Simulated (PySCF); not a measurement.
# A diatomic session: CsK−

An exercise on one series of results from a longer session: the logs are not shown, and one member is left open.

The runs use PySCF 2.14.0; Cs def2-SVPD with ECP46, K def2-SVPD, scalar-relativistic core potentials.

4 further runs of the same task are left out: 4 set aside as unsound or not needed.

Set-up of the first run:

A driver script around PySCF takes these settings:

```
atoms                         : Cs, K
charge                        : -1
basis                         : Cs def2-SVPD with ECP46, K def2-SVPD
Hamiltonian                   : scalar-relativistic core potentials
basis functions               : 54
electrons treated             : 29
masses in u                   : 132.9054, 38.9637
levels                        : PBE0, PBE, r²SCAN, revPBE, PW91, B3LYP, LC-ωPBE, MP2, SCS-MP2, CCSD, CCSD(T)
grid                          : 80 radial by 434 angular points
occupations                   : held fixed by the projection of orbital angular momentum
dissociation limit            : Cs + K−, each in its ground configuration
starting distance in angstrom : 4.250
values of 2S to try           : 1, 3
```

Run with:

```console
$ OMP_NUM_THREADS=1 python dia.py task.json out
```

Among the steps run: The job; First curve: PBE0; PBE; r²SCAN (meta-GGA); revPBE; PW91; B3LYP (global hybrid GGA); LC-ωPBE (range-separated hybrid); Adding correlation.

One table of the session follows, with a row left open; its other results are not shown here.

It belongs to the step «Constants by level of theory». 

```
       level  Re (Å)  ωe (cm⁻¹)  De (eV)
    ROHF-MP2       ?          ?        ?
ROHF-SCS-MP2   4.936       41.0    0.395
   ROHF-CCSD   4.953       40.5    0.397
ROHF-CCSD(T)   4.918       41.2    0.431
         PBE   4.860       41.7     0.57
      revPBE   5.006       38.9     0.54
        PW91   4.849       42.0     0.59
      r²SCAN   5.021       40.0     0.54
       B3LYP   4.945       37.8    0.458
        PBE0   4.916       41.9     0.53
     LC-ωPBE   5.110       40.3     0.50
```

Q: Estimate the row for ROHF-MP2 from the others.

**Answer.** Re (Å): 4.881; ωe (cm⁻¹): 41.9; De (eV): 0.401. In the column «Re (Å)» it lies between PBE (4.860) and PBE0 (4.916).

De is counted to Cs + K− in their ground configurations.
